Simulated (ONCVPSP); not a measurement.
# Zr: the cost of one run

The numbers are computed with ONCVPSP 4.0.1.1 (patched build) (PBEsol, scalar-relativistic, spin-unpolarised reference atom).

### 1 The atom and the settings

Typed settings, in words:

```json
{
 "element": "zirconium (Zr, Z = 40)",
 "type": "optimised norm-conserving Vanderbilt (ONCV)",
 "frozen core": "[Kr]",
 "valence charge": "4",
 "reference configuration": "4d2 5s2",
 "partial waves": "5s: rc 3.35 bohr, ncon 3, nbas 6, qcut 2.2 1/bohr, 2 projectors, debl 2.3 Ha; p scattering state at 0.1 Ha: rc 3.55 bohr, ncon 4, nbas 8, qcut 2.1 1/bohr, 3 projectors, debl 3 Ha; 4d: rc 1.80 bohr, ncon 5, nbas 9, qcut 5 1/bohr, 2 projectors, debl 1.2 Ha",
 "local potential": "polynomial inside 1.35 bohr (lpopt 1, dvloc0 2 Ha)",
 "core correction": "polynomial model core, fcfact 0.4"
}
```

An earlier all-electron run gives the scale for the radii.

All-electron outer shells of the reference configuration (PBEsol, scalar-relativistic, ld1.x):

```tsv
shell	level (eV)	outermost node (bohr)	outermost maximum (bohr)
4p	-32.43	0.56	1.17
5s	-4.46	1.47	3.15
4d	-3.61	0.58	1.61
5p	-1.45	1.70	4.10
```

### 2 The generation run

The input, Zr.dat:

```
# ATOM AND REFERENCE CONFIGURATION
# atsym  z   nc   nv     iexc    psfile
  Zr 40.00    8    2  -116133      upf
#
#   n    l    f
    1    0    2.00
    2    0    2.00
    2    1    6.00
    3    0    2.00
    3    1    6.00
    3    2   10.00
    4    0    2.00
    4    1    6.00
    4    2    2.00
    5    0    2.00
#
# PSEUDOPOTENTIAL AND OPTIMIZATION
# lmax
    2
#
#   l,   rc,      ep,       ncon, nbas, qcut
    0    3.35    0.00    3    6    2.20
    1    3.55    0.10    4    8    2.10
    2    1.80    0.00    5    9    5.00
#
# LOCAL POTENTIAL
# lloc, lpopt,  rc(5),   dvloc0
    4    1    1.35    2.00
#
# VANDERBILT-KLEINMAN-BYLANDER PROJECTORs
# l, nproj, debl
    0    2    2.30
    1    3    3.00
    2    2    1.20
#
# MODEL CORE CHARGE
# icmod, fcfact, rcfact
    1    0.40    0.00
#
# LOG DERIVATIVE ANALYSIS
# epsh1, epsh2, depsh
   -2.00    5.00    0.02
#
# OUTPUT GRID
# rlmax, drl
    6.00    0.01
#
# TEST CONFIGURATIONS
# ncnf
    4
# nvcnf
#   n    l    f
    2
    4    2    2.00
    5    0    1.00
#
    2
    4    2    2.00
    5    0    0.00
#
    2
    4    2    1.00
    5    0    0.00
#
    2
    4    2    1.00
    5    0    2.00
#
```

Started as:

```bash
$ oncvpsp.x < Zr.dat > Zr.out
```

**Question.** How long does this run take on 1 thread of Neoverse-N1, shared host?

About 7.7 s.
